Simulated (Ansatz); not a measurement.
# CH7BGe: the cost of one run

Method: the settings change from run to run; program: Ansatz 0.2.0, Gaussian basis.

## Step 1: The molecule

The structure was relaxed beforehand with PBE0-D4 in a triple-zeta def2 set.

SMILES `B[CH2][GeH3]`, 10 atoms, charge 0, spin multiplicity 1.

Atoms are counted from 1 here; the program's logs count them from 0.

Bond lengths: B1–C2 1.526 Å, B1–H4 1.199 Å, B1–H5 1.199 Å, C2–Ge3 1.994 Å, C2–H6 1.092 Å, C2–H7 1.092 Å, Ge3–H8 1.536 Å, Ge3–H9 1.536 Å, Ge3–H10 1.537 Å. Angles: C2–B1–H4 120.6°, C2–B1–H5 120.6°, H4–B1–H5 118.6°, B1–C2–Ge3 102.4°, B1–C2–H6 116.7°, B1–C2–H7 116.7°, Ge3–C2–H6 104.1°, Ge3–C2–H7 103.8°, H6–C2–H7 111.1°, C2–Ge3–H8 110.6°, C2–Ge3–H9 110.9°, C2–Ge3–H10 107.1°, H8–Ge3–H9 109.5°, H8–Ge3–H10 109.5°, H9–Ge3–H10 109.3°.

## Step 2: revPBE0/def2-TZVPD

This run has charge -1, multiplicity 2.

The input, in.yaml:

```yaml
crystal:
  periodic: [false, false, false]
  atoms:
    - {symbol: B, position_ang: [-0.924239, 0.052751, -1.201551]}
    - {symbol: C, position_ang: [0.528976, 0.032253, -0.736664]}
    - {symbol: Ge, position_ang: [0.342754, -0.065913, 1.245956]}
    - {symbol: H, position_ang: [-1.520836, -0.970930, -1.383452]}
    - {symbol: H, position_ang: [-1.516828, 1.089408, -1.305211]}
    - {symbol: H, position_ang: [1.109597, 0.941420, -0.903626]}
    - {symbol: H, position_ang: [1.110950, -0.856891, -0.987083]}
    - {symbol: H, position_ang: [-0.346190, -1.374739, 1.659480]}
    - {symbol: H, position_ang: [-0.462760, 1.127825, 1.780463]}
    - {symbol: H, position_ang: [1.761577, -0.026286, 1.834590]}
basis:
  gaussian: {orbitals: def2-TZVPD}
total_charge: -1
magnetization: {spin_polarized: true, initial_magnetization: 1}
hamiltonian: {xc: {name: revPBE0}}
```

Launch:

```bash
> ansatz run in.yaml --threads 2 --pin off --events-out ev --progress --plain --max-ram 4352MiB
```

What time and memory should one allow on 2 threads of Arm Neoverse V2, shared host?

About 10 s, with a peak of 0.55 GiB.
